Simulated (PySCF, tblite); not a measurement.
# C₆H₇F₂ radical: geometry, infrared bands and EPR parameters

What infrared bands and EPR parameters should C₆H₇F₂ radical (`[H]/[C]=C1/CC[C@@]1(F)CF`) show?

Programs: tblite 0.8.0 and PySCF 2.14.0, with density-fitted response routines of our own. Each step states its level of theory. These are calculated values for one molecule in the gas phase, unless marked as measured. Atoms count from 0, in the outputs and in this text.

## 1. Starting geometry

15 atoms, charge 0, multiplicity 2; geometry from: force field or distance geometry start.

Bonds of the start (Å): C0–C1 1.31, C1–C2 1.50, C2–C3 1.52, C3–C4 1.52, C4–F5 1.37, C4–C6 1.50, C6–F7 1.37, C4–C1 1.50, C0–H8 1.08, C2–H9 1.09, C2–H10 1.11, C3–H11 1.12, C3–H12 1.10, C6–H13 1.13, C6–H14 1.12.

## 2. Relaxing the molecule with GFN2-xTB

The job: settings as JSON, then the geometry in Å.

```
{"job": {"kind": "relax", "xc": "GFN2-xTB", "basis": "xTB"}, "charge": 0, "multiplicity": 2}
C     -0.438900     2.183800    -0.489900
C     -0.561600     0.925600    -0.154500
C     -1.662900    -0.088800    -0.258400
C     -0.541500    -1.094800    -0.441500
C      0.225100    -0.175100     0.493900
F     -0.204400    -0.368100     1.784000
C      1.712000    -0.140900     0.334700
F      2.165200    -0.182200    -0.958500
H      0.456700     2.757200    -0.321100
H     -2.345700     0.030300    -1.103400
H     -2.133400    -0.242900     0.733600
H     -0.748200    -2.071400     0.067100
H     -0.162700    -1.156200    -1.469000
H      2.102900    -1.075500     0.836400
H      2.133000     0.706900     0.924400
```

On the command line:

```sh
> OMP_NUM_THREADS=1 python probes_run.py task.json out
```

This one command runs all jobs of the session in turn.

**Question.** This job is followed by: GFN2-xTB harmonic vibrations, gas phase; UKS B3LYP, pcH-1 on C F H, non-relativistic, mean-field spin-orbit, GIAO. Predict these results of the whole session: strongest single infrared mode (GFN2-xTB); zero-point energy (GFN2-xTB); g(iso) (B3LYP); ⟨S²⟩; largest a(iso); potential on the surface of density 0.002 e/bohr³, 1st and 99th percentile.

**Answer**, as computed:

| quantity | value |
| --- | --- |
| strongest single infrared mode (GFN2-xTB) | 1072 cm⁻¹, 89 km/mol |
| zero-point energy (GFN2-xTB) | 69.7 kcal/mol |
| g(iso) (B3LYP) | 2.00230 |
| ⟨S²⟩ | 0.760 (exact 0.75) |
| largest a(iso) | 13C on C0, 257.8 MHz |
| potential on the surface of density 0.002 e/bohr³, 1st and 99th percentile | -0.89 V and 1.18 V |

**Reading.** Over 96 steps the energy fell by 0.915 eV; of the close pairs, C1–C4 changed most, 1.500 to 1.558 Å. No mode is imaginary among the 39: a minimum at this level. The strongest single mode, at 1072 cm⁻¹, moves mainly C6 and F7. GFN2-xTB is a fitted tight-binding method: band positions and strengths are rough. Its intensities can rank the bands wrongly. Most of the unpaired spin sits on C0 (1.01 e). The isotropic g lies 0.0 ppt below the free-electron value. These values are for one conformer; the search (at its own cheap level) found 1 more, at 0.63 kcal/mol, and measured spectra average over such forms.
